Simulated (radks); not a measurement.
**K in [Ar] 4s0.75 3d0.25: an all-electron calculation**

What are the levels of neutral potassium, how large are its shells, and how does its energy divide?

Program: radks (a radial shooting solver on a logarithmic mesh, Libxc functionals) version 1. Level of theory: scalar-relativistic Kohn-Sham, r2SCAN, spin-unpolarised, spherical densities, finite nucleus. These are calculated values, not measurements, unless marked.

**1. What is computed**

| Quantity | Value |
| --- | --- |
| element | potassium (Z = 19) |
| charge | 0 |
| electrons | 19 |
| configuration | [Ar] 4s0.75 3d0.25 |
| nuclear rms radius | 3.4349 fm |

**2. The calculation**

Input:

```text
Z 19
configuration [Ar] 4s0.75 3d0.25 4p0 5s0
relativity scalar-relativistic
functional r2scan,r2scan
spin unpolarised
nucleus finite rms 3.4349 fm
c 137.035999084
```

Run with:

```console
> python run_ks.py task.json out
```

The same process makes all the runs of this session.

**Question.** What will this run give?

The runs gave:

```
                        quantity                value
                    total energy   -602.24558 hartree
exchange-correlation share of it               5.57 %
                            −T/E               1.0060
          highest occupied level        3d, -0.244 eV
    most extended occupied level  3d, <r> = 20.8 bohr
 radius at density 0.001 e/bohr³            4.02 bohr
    maxima of the radial density                    4
```

The radial density shows 4 maxima for 4 occupied principal shells. Relativity lifts −T/E to 1.006. This is not the tabulated ground configuration, so its levels and sizes aren't those of the ground state, and no measured value stands beside it.
